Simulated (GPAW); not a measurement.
InSb3: equation of state with LDA

Crystal: InSb3.

```
Sb In
1.0
     4.80637    0.00000    0.00000
     0.00000    4.80637    0.00000
     0.00000    0.00000    4.80637
Sb In
3 1
Direct
  0.50000 0.50000 0.00000
  0.00000 0.50000 0.50000
  0.50000 0.00000 0.50000
  0.00000 0.00000 0.00000
```

The cell comes from a database or a generator and needn't be the stable form of this composition.

- Program: GPAW 26.7.0
- Task: equation of state
- Functional: LDA
- Potentials or basis: the program's PAW data sets (release 1.2.1) made for this functional
- Cutoff: 600 eV
- Basis: pw
- k mesh: 6 × 6 × 6
- Occupations: fermi-dirac, width 0.05 eV
- Spin: no spin polarisation

```
Equilibrium volume : 25.71 Å³/atom (rough: see the caveat)
Bulk modulus       : 65 GPa (rough)
```

Energy against volume, from the lowest point:
```
volume (Å³/atom)  energy (meV/atom)
          26.093               0.00
          26.648               5.32
          27.203              14.49
          27.758              27.03
          28.313              42.53
          28.868              60.56
          29.424              80.81
```

Wall time 6.3 min on 1 thread of Intel(R) Xeon(R) Platinum 8259CL CPU @ 2.50GHz (Skylake/Cascade Lake) (shared host), peak memory 0.56 GiB.

Caveat: the minimum lies outside the volumes run. The run has no spin-orbit coupling, so splittings on Sb are missing.
